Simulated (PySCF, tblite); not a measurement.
# C6H10O2Si: infrared bands, NMR shifts and electronic excitations in gas and solvents, part 2 of 2

tblite 0.8.0 and PySCF 2.14.0. Atoms count from 0.

**7. NMR shieldings: PBE0/pcSseg-1 in acetonitrile**

What the job is given:

```
{"job": {"kind": "nmr", "xc": "PBE0", "basis": "pcSseg-1", "solvent": "acetonitrile", "pop": true}, "charge": 0, "multiplicity": 1}
C      4.180025    -0.054295    -0.530173
C      2.789964    -0.372136    -0.269252
C      1.619062    -0.631366    -0.052134
Si    -0.110911    -1.050824     0.293651
O     -0.741048     0.018689     1.399343
C     -2.099131     0.393010     1.350753
C     -2.555648     0.715830    -0.065311
C     -2.368211    -0.459652    -1.014274
O     -1.023315    -0.878596    -1.085007
H      4.343876     0.135531    -1.602334
H      4.486328     0.846175     0.024815
H      4.839314    -0.881956    -0.226155
H     -0.206404    -2.445179     0.807597
H     -2.228088     1.271164     2.003804
H     -2.733800    -0.413855     1.770776
H     -3.618495     1.009066    -0.050063
H     -1.981063     1.578911    -0.441707
H     -3.014289    -1.302385    -0.694235
H     -2.685822    -0.183755    -2.032627
```

Method: GIAO PBE0/pcSseg-1 NMR shielding, non-relativistic, IEF-PCM acetonitrile.

The log of the run:

```text
coarse grid: 16512 points
cycle   1  E = -673.7834264665  dE =  1.221e+00  |g| = 9.097e-01  |ddm| = 4.202e+00
cycle   2  E = -673.6314970603  dE =  1.519e-01  |g| = 1.294e+00  |ddm| = 1.920e+00
cycle   3  E = -673.9325939344  dE = -3.011e-01  |g| = 1.242e-01  |ddm| = 1.282e+00
cycle   4  E = -673.9354004913  dE = -2.807e-03  |g| = 5.656e-02  |ddm| = 1.418e-01
cycle   5  E = -673.9360295040  dE = -6.290e-04  |g| = 2.835e-02  |ddm| = 5.413e-02
cycle   6  E = -673.9362191398  dE = -1.896e-04  |g| = 4.232e-03  |ddm| = 2.299e-02
cycle   7  E = -673.9362232382  dE = -4.098e-06  |g| = 7.409e-04  |ddm| = 3.884e-03
final grid: 155312 points
cycle   8  E = -674.0121848048  dE = -2.480e-05  |g| = 1.256e-02  |ddm| = 4.617e-02
cycle   9  E = -674.0121564056  dE =  2.840e-05  |g| = 1.786e-02  |ddm| = 2.069e-02
cycle  10  E = -674.0122145937  dE = -5.819e-05  |g| = 1.416e-03  |ddm| = 1.264e-02
cycle  11  E = -674.0122150214  dE = -4.278e-07  |g| = 3.100e-04  |ddm| = 1.360e-03
cycle  12  E = -674.0122150341  dE = -1.264e-08  |g| = 2.065e-04  |ddm| = 3.238e-04
cycle  13  E = -674.0122150446  dE = -1.050e-08  |g| = 2.913e-05  |ddm| = 1.574e-04
cycle  14  E = -674.0122150448  dE = -1.944e-10  |g| = 7.206e-06  |ddm| = 4.063e-05
converged SCF energy = -674.0122150448

GIAO shielding tensors (ppm)
atom      isotropic    diamagn.    paramagn.     s11        s22        s33       span
  0 C      179.745     251.559     -71.815    169.861    170.142    199.231     29.369
  1 C       69.399     275.002    -205.604    -33.321    -25.927    267.444    300.766
  2 C      103.688     257.662    -153.974     19.184     20.315    271.566    252.382
  3 Si     402.287     883.405    -481.117    367.604    417.461    421.798     54.194
  4 O      283.938     401.696    -117.758    234.204    291.816    325.794     91.590
  5 C      117.937     239.088    -121.151     93.180    106.975    153.656     60.476
  6 C      150.454     250.943    -100.489    138.669    152.575    160.119     21.450
  7 C      117.862     239.146    -121.284     93.005    106.928    153.652     60.647
  8 O      284.025     401.396    -117.371    234.260    291.884    325.929     91.669
  9 H       29.110      27.673       1.437     24.155     27.252     35.924     11.768
 10 H       29.105      28.377       0.728     24.134     27.281     35.900     11.765
 11 H       29.127      24.464       4.663     24.166     27.133     36.082     11.917
 12 H       26.503      30.105      -3.601     23.135     24.282     32.093      8.958
 13 H       27.052      27.755      -0.703     22.131     26.288     32.736     10.605
 14 H       26.981      27.866      -0.886     22.611     25.883     32.448      9.837
 15 H       29.876      27.399       2.476     26.097     26.808     36.722     10.625
 16 H       28.994      31.802      -2.808     26.226     27.205     33.550      7.324
 17 H       26.979      27.720      -0.741     22.605     25.887     32.446      9.841
 18 H       27.050      27.503      -0.453     22.126     26.291     32.734     10.608
```

Wall time 52 s (1 thread of AMD EPYC 7R43, shared host); peak memory 1.1 GiB.

This run: δ C1 116.1, C2 81.8, C5 67.6, C6 35.0, H12 4.74, H14 4.26 ppm (means over like atoms).

**8. Nuclear shieldings: PBE0/pcSseg-1 in chloroform**

Settings changed since step 7:

```diff
@@ -1,2 +1,2 @@
-{"job": {"kind": "nmr", "xc": "PBE0", "basis": "pcSseg-1", "solvent": "acetonitrile", "pop": true}, "charge": 0, "multiplicity": 1}
+{"job": {"kind": "nmr", "xc": "PBE0", "basis": "pcSseg-1", "solvent": "chloroform", "pop": false}, "charge": 0, "multiplicity": 1}
 C      4.180025    -0.054295    -0.530173
```

With the program's defaults for keys left out, this is: GIAO PBE0/pcSseg-1 NMR shielding, non-relativistic, IEF-PCM chloroform.

The log of the run:

```text
coarse grid: 16512 points
cycle   1  E = -673.7777135168  dE =  1.227e+00  |g| = 9.143e-01  |ddm| = 4.202e+00
cycle   2  E = -673.6164728015  dE =  1.612e-01  |g| = 1.314e+00  |ddm| = 1.965e+00
cycle   3  E = -673.9288928184  dE = -3.124e-01  |g| = 1.321e-01  |ddm| = 1.326e+00
cycle   4  E = -673.9319437777  dE = -3.051e-03  |g| = 6.639e-02  |ddm| = 1.514e-01
cycle   5  E = -673.9328501313  dE = -9.064e-04  |g| = 3.019e-02  |ddm| = 6.080e-02
cycle   6  E = -673.9330656266  dE = -2.155e-04  |g| = 4.171e-03  |ddm| = 2.521e-02
cycle   7  E = -673.9330695765  dE = -3.950e-06  |g| = 7.739e-04  |ddm| = 3.966e-03
final grid: 155312 points
cycle   8  E = -674.0090466645  dE = -2.468e-05  |g| = 1.256e-02  |ddm| = 4.624e-02
cycle   9  E = -674.0090175816  dE =  2.908e-05  |g| = 1.794e-02  |ddm| = 2.080e-02
cycle  10  E = -674.0090764682  dE = -5.889e-05  |g| = 1.476e-03  |ddm| = 1.277e-02
cycle  11  E = -674.0090769348  dE = -4.666e-07  |g| = 3.604e-04  |ddm| = 1.443e-03
cycle  12  E = -674.0090769553  dE = -2.046e-08  |g| = 2.115e-04  |ddm| = 3.582e-04
cycle  13  E = -674.0090769663  dE = -1.099e-08  |g| = 2.974e-05  |ddm| = 1.640e-04
cycle  14  E = -674.0090769665  dE = -2.015e-10  |g| = 7.533e-06  |ddm| = 4.208e-05
converged SCF energy = -674.0090769665

GIAO shielding tensors (ppm)
atom      isotropic    diamagn.    paramagn.     s11        s22        s33       span
  0 C      179.559     251.413     -71.854    169.940    170.168    198.568     28.628
  1 C       71.235     275.091    -203.856    -30.598    -23.485    267.787    298.384
  2 C      102.737     257.469    -154.732     18.030     19.053    271.128    253.098
  3 Si     402.317     883.313    -480.996    367.786    417.730    421.435     53.650
  4 O      283.103     401.371    -118.268    232.352    291.500    325.458     93.106
  5 C      117.992     238.874    -120.881     93.632    107.158    153.187     59.555
  6 C      150.441     250.838    -100.397    138.703    152.570    160.052     21.349
  7 C      117.919     238.939    -121.019     93.460    107.117    153.181     59.721
  8 O      283.193     401.078    -117.885    232.421    291.567    325.592     93.172
  9 H       29.181      27.809       1.372     24.238     27.363     35.944     11.706
 10 H       29.175      28.507       0.668     24.215     27.390     35.919     11.704
 11 H       29.206      24.618       4.588     24.254     27.254     36.109     11.855
 12 H       26.514      30.073      -3.559     23.144     24.302     32.096      8.952
 13 H       27.074      27.771      -0.697     22.166     26.316     32.740     10.574
 14 H       27.061      27.960      -0.899     22.687     25.972     32.526      9.839
 15 H       29.993      27.532       2.461     26.243     26.969     36.767     10.524
 16 H       28.977      31.790      -2.813     26.240     27.159     33.532      7.291
 17 H       27.060      27.815      -0.755     22.680     25.976     32.524      9.844
 18 H       27.073      27.521      -0.448     22.161     26.319     32.739     10.578
```

It took 50 s on 1 thread of AMD EPYC 7R43, shared host; peak memory 1.2 GiB.

This run: δ C1 113.9, C2 82.4, C5 67.2, C6 34.7, H12 4.73, H14 4.19 ppm (means over like atoms).

**9. Excited states and response: B3LYP/def2-SVPD in acetonitrile**

Settings changed since step 8:

```diff
@@ -1,2 +1,2 @@
-{"job": {"kind": "nmr", "xc": "PBE0", "basis": "pcSseg-1", "solvent": "chloroform", "pop": false}, "charge": 0, "multiplicity": 1}
+{"job": {"kind": "uv", "xc": "B3LYP", "basis": "def2-SVPD", "solvent": "acetonitrile", "nstates": 6, "ntriplets": 0}, "charge": 0, "multiplicity": 1}
 C      4.180025    -0.054295    -0.530173
```

With the program's defaults for keys left out, this is: TDDFT B3LYP/def2-SVPD, vertical, IEF-PCM acetonitrile (non-equilibrium linear response), core orbitals frozen in the response.

The log of the run:

```text
coarse grid: 16512 points
cycle   1  E = -674.0008622484  dE =  1.125e+00  |g| = 9.600e-01  |ddm| = 1.098e+01
cycle   2  E = -673.7115350605  dE =  2.893e-01  |g| = 1.552e+00  |ddm| = 3.596e+00
cycle   3  E = -674.1760521972  dE = -4.645e-01  |g| = 1.569e-01  |ddm| = 2.135e+00
cycle   4  E = -674.1810951543  dE = -5.043e-03  |g| = 6.418e-02  |ddm| = 3.927e-01
cycle   5  E = -674.1818417387  dE = -7.466e-04  |g| = 3.895e-02  |ddm| = 1.487e-01
cycle   6  E = -674.1822111427  dE = -3.694e-04  |g| = 5.752e-03  |ddm| = 6.055e-02
cycle   7  E = -674.1822192948  dE = -8.152e-06  |g| = 1.033e-03  |ddm| = 1.508e-02
final grid: 155312 points
cycle   8  E = -674.3036587940  dE = -4.501e-05  |g| = 5.947e-03  |ddm| = 1.705e-01
cycle   9  E = -674.3036526025  dE =  6.191e-06  |g| = 8.195e-03  |ddm| = 2.094e-02
cycle  10  E = -674.3036668447  dE = -1.424e-05  |g| = 9.497e-04  |ddm| = 1.077e-02
cycle  11  E = -674.3036670294  dE = -1.846e-07  |g| = 1.902e-04  |ddm| = 1.757e-03
cycle  12  E = -674.3036670338  dE = -4.481e-09  |g| = 1.234e-04  |ddm| = 4.878e-04
cycle  13  E = -674.3036670372  dE = -3.373e-09  |g| = 4.561e-05  |ddm| = 2.184e-04
cycle  14  E = -674.3036670378  dE = -5.421e-10  |g| = 6.732e-06  |ddm| = 9.818e-05
converged SCF energy = -674.3036670378

Static polarisability (au): isotropic 133.452, principal 112.456 115.969 171.931

Singlet excitations
state   eV       nm        f      main configurations
  1   5.7716    214.8   0.00002   H->L 0.70, H-1->L 0.24
  2   6.0422    205.2   0.00370   H-2->L 0.49, H->L+1 0.31, H-1->L+1 0.10
  3   6.1699    201.0   0.00006   H-2->L+1 0.78, H-3->L+1 0.12
  4   6.3784    194.4   0.00244   H-1->L 0.73, H->L 0.25
  5   6.5615    189.0   0.00244   H-3->L 0.81, H-2->L 0.16
  6   6.7239    184.4   0.00253   H-1->L+1 0.71, H->L+1 0.26
```

Wall time 73 s (1 thread of AMD EPYC 7R43, shared host); peak memory 1.2 GiB.

Key values: HOMO -7.73 eV, LUMO -0.46 eV; lowest singlet 5.77 eV.

**10. Comparing the runs: NMR shifts**

Shifts (ppm) of some atoms, chosen among heavy atoms and hydrogens apart, means over like atoms, with basis size and wall time:

```
                          run     C1    C2    C5    C6    H9   H15    O4  functions  time
                PBE0/pcSseg-1  108.5  84.2  66.4  34.2  1.90  1.03  53.6        210  51 s
PBE0/pcSseg-1 in acetonitrile  116.1  81.8  67.6  35.0  2.13  1.36  59.0        210  52 s
  PBE0/pcSseg-1 in chloroform  113.9  82.4  67.2  34.7  2.06  1.25  57.8        210  50 s
```

The continuum's effect on the ground state:

```
     solvent      ε  polarisation energy (Eh)  μ (D)
  chloroform   4.71                   -0.0087   1.13
acetonitrile  35.69                   -0.0129   1.17
```

**11. Run by run: electronic excitations**

Excitations and ground-state properties, with basis size and wall time:

| run | lowest singlet (eV) | brightest (eV) | f | gap (eV) | α (Å³) | μ (D) | functions | time |
| --- | --- | --- | --- | --- | --- | --- | --- | --- |
| B3LYP/def2-SVPD | 5.75 | 6.97 | 0.008 | 7.28 | 15.16 | 0.90 | 270 | 11 min |
| B3LYP/def2-SVPD in acetonitrile | 5.77 | 6.04 | 0.004 | 7.28 | 19.78 | 1.12 | 270 | 73 s |

**12. Outcome**

This closing draws on all 2 parts.

| quantity | value |
| --- | --- |
| strongest single infrared mode (GFN2-xTB) | 1156 cm⁻¹, 413 km/mol |
| zero-point energy (GFN2-xTB) | 92.2 kcal/mol |
| rotational constants (main isotopes) | 3.20, 0.70, 0.65 GHz |
| 13C shifts against TMS (PBE0/pcSseg-1, means over atoms taken as alike) | 108.5, 84.2, 66.4, 34.2, 5.5 ppm |
| 1H shifts against TMS (PBE0/pcSseg-1, means over atoms taken as alike) | 4.75, 4.11, 4.06, 2.25, 1.90, 1.03 ppm |
| 29Si shifts against TMS (PBE0/pcSseg-1) | -50.2 ppm |
| 17O shifts against H2O (PBE0/pcSseg-1, means over atoms taken as alike) | 53.6 ppm |
| lowest singlet (B3LYP/def2-SVPD) | 5.75 eV (216 nm), f = 0.000 |
| brightest single state of those computed | state 8, 6.97 eV, f = 0.008 |
| lowest triplet | 4.85 eV |
| range of the shift of C1 | 108.5 to 116.1 ppm |
| range of the lowest singlet | 5.75 to 5.77 eV |

Relaxing lowered the energy by 1.070 eV in 129 steps; the close pair that moved most is Si3–O4, from 1.730 to 1.637 Å (GFN2-xTB). The lowest mode is imaginary (21i cm⁻¹), so the xTB geometry is not a minimum. The strongest single mode, at 1156 cm⁻¹, has its largest shares on O8, O4, C7 and C5 (the list is cut at 4 atoms). Unscaled tight-binding wavenumbers are off by several per cent, some by more. Its intensities can rank the bands wrongly. Relaxing lowered the energy by 0.159 eV in 11 steps; the close pair that moved most is C0–H11, from 1.062 to 1.101 Å (PBE0/def2-SVP). At PBE0/pcSseg-1: The widest tensor belongs to C1: span 292 ppm, with a paramagnetic part of -199 ppm. The first singlet state (HOMO→LUMO 0.92) lies at 5.75 eV and is dark; of the 10 states computed, the strongest absorption comes from states 7 to 8 together at 6.97 eV. The lowest triplet lies 0.90 eV below the lowest singlet (triplets in Tamm-Dancoff, singlets in full TDDFT). In ppm, C1 moves most: its shift spreads over 7.5 ppm, from 108.5 (PBE0/pcSseg-1) to 116.1 (PBE0/pcSseg-1 in acetonitrile). The continuum holds electrostatics alone: no hydrogen bonds to the solvent, and the gas-phase geometry is kept. The lowest singlet runs from 5.75 eV (B3LYP/def2-SVPD) to 5.77 eV (B3LYP/def2-SVPD in acetonitrile), while the orbital gap is 7.28 eV. The lowest state need not be the same one in every run. The runs solved for a few states only, so the brightest column depends on that window.
